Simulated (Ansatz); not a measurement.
# Pd (Palladium): the cost of one run

Program: Ansatz 0.2.0. Level of theory: DFT r2SCAN, scalar-relativistic, plane waves, PAW. These are calculated values, not measurements.

1 further run of the same task is left out (set aside as unsound or not needed).

### 1 Starting point

Symmetry: Fm-3m, No. 225, cubic system. Conventional cell: a = 3.907 Å, b = 3.907 Å, c = 3.907 Å, α = 90.00°, β = 90.00°, γ = 90.00°. Around Pd (site symmetry m-3m) lie 12 Pd at 2.76 Å.

As a file:

```
Pd
1.0
     0.00000    1.95373    1.95373
     1.95373    0.00000    1.95373
     1.95373    1.95373    0.00000
Pd
1
Direct
  0.00000 0.00000 0.00000
```

It is the result of an earlier relaxation at this level (volume 14.91 Å³/atom; gap on the mesh: none (metal)).

### 2 Cutting the slab

Miller indices refer to the conventional cell of the relaxed bulk, Fm-3m (No. 225): a = 3.907 Å, b = 3.907 Å, c = 3.907 Å, α = 90.00°, β = 90.00°, γ = 90.00°.

A (111) slab, 6.8 Å thick as cut, with 17 Å of vacuum; its outer planes are Pd (top) and Pd (bottom).

The slab as cut. Layers, bottom to top:

| plane | atoms per cell | height over the lowest (Å) |
| --- | --- | --- |
| 1 | Pd | 0.00 |
| 2 | Pd | 2.26 |
| 3 | Pd | 4.51 |
| 4 | Pd | 6.77 |

### 3 The clean surface, relaxed

input.yaml reads:

```yaml
crystal:
  lattice:
    - [2.7629892872, 0.0, 0.0]
    - [-1.3814946436, 2.3928189131, 0.0]
    - [0.0, 0.0, 23.7679139184]
  atoms:
    - { symbol: Pd, position: [0.6666666667, 0.3333333333, 0.357624991] }
    - { symbol: Pd, position: [0.3333333333, 0.6666666667, 0.4525416637] }
    - { symbol: Pd, position: [0.0, 0.0, 0.5474583363] }
    - { symbol: Pd, position: [0.6666666667, 0.3333333333, 0.642375009] }
basis:
  ecutwfc: 500
kpoints:
  mp_grid: { grid: [12, 12, 1] }
hamiltonian:
  xc: r2scan
scf:
  occupations: { method: gaussian, width: 0.1 }
output:
  forces: true
  eigenvalues: true
  write_density: true
  write_potential: true
  elf: true
  volumetric_format: npy
relax:
  adjacent_minimum: "off"
  f_tol: 0.03
  max_steps: 70
  constraints: [{ sites: [0, 1] }]
efield:
  axis: 3
  dipole_correction: true
```

Command:

```sh
$ ansatz run input.yaml --threads 2 --pin off --max-ram 5120MiB --backend cpu --events-out ev --progress --plain --runs-dir out
```

**Question.** How long does this run take on 2 threads of Intel Xeon Platinum 8259CL at 2.50GHz (Skylake/Cascade Lake), shared host, and how much memory does it need?

About 56 s, with a peak of 0.94 GiB.
